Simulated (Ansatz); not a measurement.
**CH9B2NSi: one species, many methods**

One table from this session's results is given with a row withheld; the runs are named, their logs left out.

The runs use Ansatz 0.2.0, Gaussian basis; functionals in def2-TZVPP, the program's frozen cores in correlated methods.

Plan: LDA (SPW92), PBE-D4, revPBE-D4, BLYP-D4, r2SCAN-D4, B97M-V, PBE0-D4, B3LYP-D4, r2SCANh-D4, r2SCAN0-D4, HSE06-D4, BHLYP-D4, CAM-B3LYP-D4, LC-ωPBE, ωB97X-V, ωB97M-V, B2PLYP, PBE-QIDH; CCSD(T)/def2-SVP; CCSD(T)/def2-TZVPP; MP2/def2-QZVPP; extrapolation to the limit; RPA on PBE.

### Structure used throughout

The geometry comes from an earlier relaxation with PBE0-D4 in a triple-zeta def2 set; it is a stationary point, not always the lowest conformer.

14 atoms, charge 0, spin multiplicity 1.

Atoms are counted from 1 here; the program's logs count them from 0.

Bond lengths: B1–N2 1.423 Å, B1–H6 1.198 Å, B1–H7 1.196 Å, N2–B3 1.427 Å, N2–Si4 1.776 Å, B3–H8 1.195 Å, B3–H9 1.201 Å, Si4–C5 1.859 Å, Si4–H10 1.486 Å, Si4–H11 1.486 Å, C5–H12 1.092 Å, C5–H13 1.094 Å, C5–H14 1.092 Å. Angles: N2–B1–H6 120.3°, N2–B1–H7 119.0°, H6–B1–H7 120.7°, B1–N2–B3 120.2°, B1–N2–Si4 123.9°, B3–N2–Si4 115.9°, N2–B3–H8 120.0°, N2–B3–H9 119.0°, H8–B3–H9 121.0°, N2–Si4–C5 112.2°, N2–Si4–H10 107.6°, N2–Si4–H11 107.6°, C5–Si4–H10 110.4°, C5–Si4–H11 110.5°, H10–Si4–H11 108.3°, Si4–C5–H12 111.7°, Si4–C5–H13 108.9°, Si4–C5–H14 111.7° and more.

The first run:

Input file in.yaml:

```yaml
crystal:
  periodic: [false, false, false]
  atoms:
    - {symbol: B, position_ang: [-1.020117, 0.073209, 1.435795]}
    - {symbol: N, position_ang: [-0.108250, -0.657329, 0.622924]}
    - {symbol: B, position_ang: [0.284698, -1.977548, 0.994775]}
    - {symbol: Si, position_ang: [0.603096, -0.029069, -0.877744]}
    - {symbol: C, position_ang: [0.038393, 1.701353, -1.253664]}
    - {symbol: H, position_ang: [-1.353758, 1.180740, 1.125701]}
    - {symbol: H, position_ang: [-1.445946, -0.436299, 2.430018]}
    - {symbol: H, position_ang: [-0.150203, -2.471498, 1.991889]}
    - {symbol: H, position_ang: [1.053187, -2.576043, 0.292781]}
    - {symbol: H, position_ang: [2.080929, -0.071215, -0.726409]}
    - {symbol: H, position_ang: [0.219766, -0.951252, -1.978506]}
    - {symbol: H, position_ang: [0.319266, 2.398109, -0.461346]}
    - {symbol: H, position_ang: [0.510141, 2.034405, -2.182351]}
    - {symbol: H, position_ang: [-1.044204, 1.753237, -1.385062]}
basis:
  gaussian: {orbitals: def2-TZVPP}
hamiltonian: {xc: lda}
output: {orbitals: {seedname: orbitals}}
```

Launch:

```console
> ansatz run in.yaml --threads 4 --pin off --events-out ev --progress --plain --max-ram 10444MiB
```

Among the steps run: LDA; PBE-D4 (GGA); revPBE-D4 (GGA); BLYP-D4 (GGA); r2SCAN-D4 (meta-GGA); B97M-V (meta-GGA); PBE0-D4 (hybrid); B3LYP-D4 (hybrid); r2SCANh-D4 (hybrid); r2SCAN0-D4 (hybrid); HSE06-D4 (hybrid); BHLYP-D4 (hybrid); CAM-B3LYP-D4 (range-separated); LC-ωPBE (range-separated); ωB97X-V (range-separated); ωB97M-V (range-separated); B2PLYP (double hybrid); PBE-QIDH (double hybrid).

One of the session's tables, all rows but one given; the rest of the session is left out.

It belongs to the step «Orbital energies across the functionals». 

```
  functional  HOMO (eV)  gap (eV)
 LDA (SPW92)      -7.52      4.80
      PBE-D4      -7.52      5.10
   revPBE-D4      -7.50      5.20
     BLYP-D4          ?         ?
   r2SCAN-D4      -7.85      5.82
      B97M-V      -7.95      5.81
     PBE0-D4      -8.84      7.45
    B3LYP-D4      -8.64      7.04
  r2SCANh-D4      -8.33      6.66
  r2SCAN0-D4      -9.02      7.87
    HSE06-D4      -8.44      6.67
    BHLYP-D4      -9.99      9.70
CAM-B3LYP-D4     -10.21      9.93
     LC-ωPBE     -11.57     12.48
     ωB97X-V     -11.23     12.03
     ωB97M-V     -11.10     11.63
```

**Question.** Estimate the row for BLYP-D4.

Worked estimate for «HOMO (eV)». Against the share of exact exchange, B3LYP-D4 (0.2, -8.64), BHLYP-D4 (0.5, -9.99) give a slope of -4.50 per unit share; at 0 the line stands at -7.74.

As computed: HOMO (eV): -7.47; gap (eV): 5.23. In «HOMO (eV)» the line misses by -0.27.
